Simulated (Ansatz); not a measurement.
**VNH (sextet): from a generated start to a stationary point**

Where does this start of VNH (sextet) end when it is relaxed?

Computed with Ansatz 0.2.0, Gaussian basis. Level: UKS PBE0/def2-TZVP.

## (1) Starting geometry

3 atoms, charge 0, spin multiplicity 6.

Atoms are counted from 1 here; the program's logs count them from 0.

Bond lengths: V1–N2 1.830 Å, N2–H3 1.028 Å. Angles: V1–N2–H3 125.0°.

As a file:

```
V    -0.42581   -0.00256   -0.00075
N     1.40372   -0.04683    0.00271
H     2.01403    0.78018    0.00012
```

The start was built by rule and, where that kept it together, relaxed with GFN2-xTB. Sticks and bond lists go by distance. 

## (2) Relaxation

in.yaml reads:

```yaml
crystal:
  periodic: [false, false, false]
  atoms:
    - {symbol: V, position_ang: [-0.425813, -0.002562, -0.000747]}
    - {symbol: N, position_ang: [1.403724, -0.046826, 0.002708]}
    - {symbol: H, position_ang: [2.014029, 0.780179, 0.000118]}
basis:
  gaussian: {orbitals: def2-TZVP}
magnetization: {spin_polarized: true, initial_magnetization: 5}
hamiltonian: {xc: pbe0}
relax: {f_tol: 0.004, max_steps: 80}
```

The run is started by

```sh
ansatz run in.yaml --threads 1 --pin off --events-out ev --progress --plain --max-ram 2176MiB
```

What does the calculation give? Wanted: energy gained; shift from the start; total energy; dipole moment; ⟨S²⟩.

As calculated:

```
                  quantity           value
                     steps               8
             energy gained        0.094 eV
shift from the start (rms)         0.046 Å
              total energy  -27183.2645 eV
             dipole moment          2.75 D
                      ⟨S²⟩           8.764
```

What this shows: The bonds of the start are those of the end. V1–N2 went from 1.830 to 1.936 Å. No vibrations were run, so this is a stationary point, not a proven minimum, and this spin need not be the ground state's.
